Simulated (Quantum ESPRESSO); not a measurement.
Cu:

```
CELL_PARAMETERS angstrom
-1.64000 1.64000 1.64000
1.64000 -1.64000 1.64000
1.64000 1.64000 -1.64000
ATOMIC_POSITIONS crystal
Cu 0.00000 0.00000 0.00000
```

The cell was built by a generator and needn't be a form met in nature.

A run of Quantum ESPRESSO 7.5 on this cell left the log below. Logs are shortened: lines on timing, memory, paths and dates and some standing lists are left out, and cuts for length are marked.

```text
This program is part of the open-source Quantum ESPRESSO suite
     for quantum simulation of materials; please cite
[... 9 lines left out ...]
     --------------------
     sticks:   dense  smooth     PW     G-vecs:    dense   smooth      PW
     Sum         969     483    181                19069     6699    1553

     Using Slab Decomposition

     bravais-lattice index     =            0
     lattice parameter (alat)  =       5.3679  a.u.
     unit-cell volume          =     119.0661 (a.u.)^3
     number of atoms/cell      =            1
     number of atomic types    =            1
     number of electrons       =        19.00
     number of Kohn-Sham states=           16
     kinetic-energy cutoff     =      56.0000  Ry
     charge density cutoff     =     448.0000  Ry
     scf convergence threshold =      2.0E-10
     mixing beta               =       0.5000
     number of iterations used =            8  plain     mixing
     Exchange-correlation= SLA  PW   PSX  PSC
                           (   1   4  10   8   0   0   0)

     celldm(1)=   5.367887  celldm(2)=   0.000000  celldm(3)=   0.000000
     celldm(4)=   0.000000  celldm(5)=   0.000000  celldm(6)=   0.000000

     crystal axes: (cart. coord. in units of alat)
               a(1) = (  -0.577350   0.577350   0.577350 )
               a(2) = (   0.577350  -0.577350   0.577350 )
               a(3) = (   0.577350   0.577350  -0.577350 )

     reciprocal axes: (cart. coord. in units 2 pi/alat)
               b(1) = ( -0.000000  0.866025  0.866025 )
               b(2) = (  0.866025 -0.000000  0.866025 )
               b(3) = (  0.866025  0.866025  0.000000 )

     PseudoPot. # 1 for Cu read from file:
     cu_pbesol_v1.2.uspp.F.UPF
     Pseudo is Ultrasoft + core correction, Zval = 19.0
     Generated by new atomic code, or converted to UPF format
     Using radial grid of  867 points,  6 beta functions with:
                l(1) =   0
                l(2) =   0
                l(3) =   1
                l(4) =   1
                l(5) =   2
                l(6) =   2
     Q(r) pseudized with  8 coefficients,  rinner =    1.150   1.150   1.150
                                                       1.150   1.150

     atomic species   valence    mass     pseudopotential
     Cu               19.00    63.54600     Cu( 1.00)

     48 Sym. Ops., with inversion, found

   Cartesian axes

     site n.     atom                  positions (alat units)
         1        Cu     tau(   1) = (   0.0000000   0.0000000   0.0000000  )

     number of k points=   195  Methfessel-Paxton smearing, width (Ry)=  0.0073

     Number of k-points >= 100: set verbosity='high' to print them.

     Dense  grid:    19069 G-vectors     FFT dimensions: (  40,  40,  40)

     Smooth grid:     6699 G-vectors     FFT dimensions: (  25,  25,  25)

     Check: negative core charge=   -0.000002

     Initial potential from superposition of free atoms

     starting charge      18.0000, renormalised to      19.0000
     Starting wfcs are   13 randomized atomic wfcs +    3 random wfcs

     Self-consistent Calculation

     iteration #  1     ecut=    56.00 Ry     beta= 0.50
     Davidson diagonalization with overlap
     ethr =  1.00E-02,  avg # of iterations =  6.1

     total energy              =    -399.24606523 Ry
     estimated scf accuracy    <       7.70929419 Ry

     iteration #  2     ecut=    56.00 Ry     beta= 0.50
     Davidson diagonalization with overlap
     ethr =  1.00E-02,  avg # of iterations =  3.0

     total energy              =    -402.98441989 Ry
     estimated scf accuracy    <       8.82636583 Ry

     iteration #  3     ecut=    56.00 Ry     beta= 0.50
     Davidson diagonalization with overlap
     ethr =  1.00E-02,  avg # of iterations =  2.0

     total energy              =    -403.48960056 Ry
     estimated scf accuracy    <       1.15401806 Ry

     iteration #  4     ecut=    56.00 Ry     beta= 0.50
     Davidson diagonalization with overlap
     ethr =  6.07E-03,  avg # of iterations =  1.0

     total energy              =    -403.50072264 Ry
     estimated scf accuracy    <       0.37815875 Ry

     iteration #  5     ecut=    56.00 Ry     beta= 0.50
     Davidson diagonalization with overlap
     ethr =  1.99E-03,  avg # of iterations =  1.1
[... 99 lines left out ...]
     total energy              =    -403.45674287 Ry
     estimated scf accuracy    <       0.00000007 Ry

     iteration # 20     ecut=    56.00 Ry     beta= 0.50
     Davidson diagonalization with overlap
     ethr =  3.47E-10,  avg # of iterations =  2.0

     total energy              =    -403.45674288 Ry
     estimated scf accuracy    <          6.6E-10 Ry

     iteration # 21     ecut=    56.00 Ry     beta= 0.50
     Davidson diagonalization with overlap
     ethr =  3.46E-12,  avg # of iterations =  3.0

     total energy              =    -403.45674288 Ry
     estimated scf accuracy    <          4.8E-10 Ry

     iteration # 22     ecut=    56.00 Ry     beta= 0.50
     Davidson diagonalization with overlap
     ethr =  2.55E-12,  avg # of iterations =  1.5

     End of self-consistent calculation

     Number of k-points >= 100: set verbosity='high' to print the bands.

     the Fermi energy is     9.0723 ev

!    total energy              =    -403.45674288 Ry
     estimated scf accuracy    <          1.4E-10 Ry
     smearing contrib. (-TS)   =       0.00000731 Ry
     internal energy E=F+TS    =    -403.45675019 Ry

     The total energy is F=E-TS. E is the sum of the following terms:
     one-electron contribution =    -320.55003720 Ry
     hartree contribution      =     167.31013696 Ry
     xc contribution           =     -38.26148842 Ry
     ewald contribution        =    -211.95536152 Ry

     convergence has been achieved in  22 iterations

     Forces acting on atoms (cartesian axes, Ry/au):

     atom    1 type  1   force =     0.00000000    0.00000000    0.00000000

     Total force =     0.000000     Total SCF correction =     0.000000

     Computing stress (Cartesian axis) and pressure

          total   stress  (Ry/bohr**3)                   (kbar)     P=     -239.73
  -0.00162965   0.00000000   0.00000000         -239.73        0.00        0.00
   0.00000000  -0.00162965   0.00000000            0.00     -239.73        0.00
   0.00000000   0.00000000  -0.00162965            0.00        0.00     -239.73

=------------------------------------------------------------------------------=
   JOB DONE.
=------------------------------------------------------------------------------=
```

Task: Write the input and the command behind it.

Result: Single point with PBEsol, no spin polarisation. The files as run (others can give the same):

pw.in
```
&CONTROL
  calculation = 'scf'
  prefix = 'pwscf'
  outdir = './tmp'
  pseudo_dir = './pseudo'
  tprnfor = .true.
  tstress = .true.
  disk_io = 'nowf'
/
&SYSTEM
  ibrav = 0
  nat = 1
  ntyp = 1
  ecutwfc = 56
  ecutrho = 448
  nbnd = 16
  occupations = 'smearing'
  smearing = 'mp'
  degauss = 0.00734986
/
&ELECTRONS
  conv_thr = 2d-10
  electron_maxstep = 120
  mixing_beta = 0.5
/
ATOMIC_SPECIES
Cu    63.5460 cu_pbesol_v1.2.uspp.F.UPF
CELL_PARAMETERS angstrom
  -1.6400000000    1.6400000000    1.6400000000
   1.6400000000   -1.6400000000    1.6400000000
   1.6400000000    1.6400000000   -1.6400000000
ATOMIC_POSITIONS crystal
Cu     0.0000000000    0.0000000000    0.0000000000
K_POINTS automatic
18 18 18 0 0 0
```

Potentials or basis: GBRV 1.5 PBEsol.
Command:
```sh
$ OMP_NUM_THREADS=1 pw.x -in pw.in > pw.out
```

Caveat: so large a pressure means that the cell lies far from this level's equilibrium, or that cutoff or potentials fall short.
